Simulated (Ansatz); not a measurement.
# C₄H₉Al: one species, many methods

How much do the methods differ for C₄H₉Al? The plan is to run it at one geometry with functionals of several rungs and with coupled cluster, and see how far each lands from CCSD(T) at the basis-set limit for the atomisation energy.

Program: Ansatz 0.2.0, Gaussian basis. Level of theory: functionals in def2-TZVPP, the program's frozen cores in correlated methods. These are calculated values, not measurements.

Plan: PBE-D4, r2SCAN-D4, PBE0-D4, B3LYP-D4, ωB97X-V, ωB97M-V, B2PLYP; CCSD(T)/def2-TZVPP; MP2/def2-QZVPP; extrapolation to the limit.

### 1 The relaxed structure

The geometry comes from an earlier relaxation with PBE0-D4 in a triple-zeta def2 set; it is a stationary point, not always the lowest conformer.

14 atoms, charge 0, spin multiplicity 1.

Atoms are counted from 1 here; the program's logs count them from 0.

Bond lengths: C1–C2 1.509 Å, C1–H6 1.098 Å, C1–H7 1.094 Å, C1–H8 1.095 Å, C2–C3 1.588 Å, C2–Al4 1.914 Å, C2–H9 1.094 Å, C3–Al4 1.906 Å, C3–H10 1.093 Å, C3–H11 1.089 Å, Al4–C5 1.945 Å, C5–H12 1.092 Å, C5–H13 1.095 Å, C5–H14 1.092 Å. Angles: C2–C1–H6 111.7°, C2–C1–H7 111.6°, C2–C1–H8 111.8°, H6–C1–H7 107.7°, H6–C1–H8 106.9°, H7–C1–H8 107.0°, C1–C2–C3 117.0°, C1–C2–Al4 131.5°, C1–C2–H9 111.1°, C3–C2–Al4 65.2°, C3–C2–H9 109.8°, Al4–C2–H9 112.6°, C2–C3–Al4 65.7°, C2–C3–H10 112.1°, C2–C3–H11 116.3°, Al4–C3–H10 116.4°, Al4–C3–H11 128.6°, H10–C3–H11 109.6° and more.

### 2 PBE-D4 (GGA)

in.yaml reads:

```yaml
crystal:
  periodic: [false, false, false]
  atoms:
    - {symbol: C, position_ang: [-1.328019, 0.821683, 1.526036]}
    - {symbol: C, position_ang: [-0.007771, 0.678212, 0.808492]}
    - {symbol: C, position_ang: [0.812356, -0.657351, 1.066111]}
    - {symbol: Al, position_ang: [0.478794, -0.283557, -0.773199]}
    - {symbol: C, position_ang: [0.597879, -0.635144, -2.682059]}
    - {symbol: H, position_ang: [-1.191876, 0.902983, 2.612511]}
    - {symbol: H, position_ang: [-1.873266, 1.709004, 1.191968]}
    - {symbol: H, position_ang: [-1.980837, -0.039414, 1.350738]}
    - {symbol: H, position_ang: [0.633593, 1.546678, 0.987417]}
    - {symbol: H, position_ang: [0.196540, -1.436480, 1.522627]}
    - {symbol: H, position_ang: [1.742474, -0.553404, 1.622568]}
    - {symbol: H, position_ang: [0.775897, -1.692313, -2.890354]}
    - {symbol: H, position_ang: [1.436136, -0.070923, -3.104159]}
    - {symbol: H, position_ang: [-0.304801, -0.319373, -3.209798]}
basis:
  gaussian: {orbitals: def2-TZVPP}
hamiltonian: {xc: pbe, dispersion: d4}
output: {forces: true, orbitals: {seedname: orbitals}}
```

The run is started by

```bash
$ ansatz run in.yaml --threads 4 --pin off --events-out ev --progress --plain --max-ram 10444MiB
```

After this run come: r2SCAN-D4 (meta-GGA); PBE0-D4 (hybrid); B3LYP-D4 (hybrid); ωB97X-V (range-separated); ωB97M-V (range-separated); B2PLYP (double hybrid); CCSD(T) in def2-TZVPP; MP2 in def2-QZVPP.

Before running them: what should the planned runs give, taken together? Wanted: atomisation energy, CCSD(T)/CBS; farthest; mean size of error, hybrid; mean size of error, range-separated; gap, smallest and largest; T1 diagnostic; triples share of the correlation energy.

As calculated:

```
                               quantity                                value
        atomisation energy, CCSD(T)/CBS                        5211.3 kJ/mol
 functionals within 26.1 kJ/mol (0.5 %)           B3LYP-D4, ωB97X-V, ωB97M-V
                               farthest                PBE-D4 (+94.8 kJ/mol)
             mean size of error, hybrid                          18.5 kJ/mol
    mean size of error, range-separated                          15.6 kJ/mol
              gap, smallest and largest  2.88 eV (PBE-D4), 8.91 eV (ωB97X-V)
                          T1 diagnostic                               0.0101
triples share of the correlation energy                                4.0 %
```

What this shows: PBE-D4 is off by +94.8 kJ/mol. Double hybrids carry the basis error of their MP2 part in triple zeta, and no dispersion term here, so their miss is partly the set-up's. Misses under about 26.1 kJ/mol are within the doubt on the reference itself, which lacks core-valence correlation, relativity and higher excitations. Hartree-Fock recovers 75 % of the binding; the rest is correlation. The gap grows from 2.9 to 8.9 eV across the functionals, mostly with the share of exact exchange.
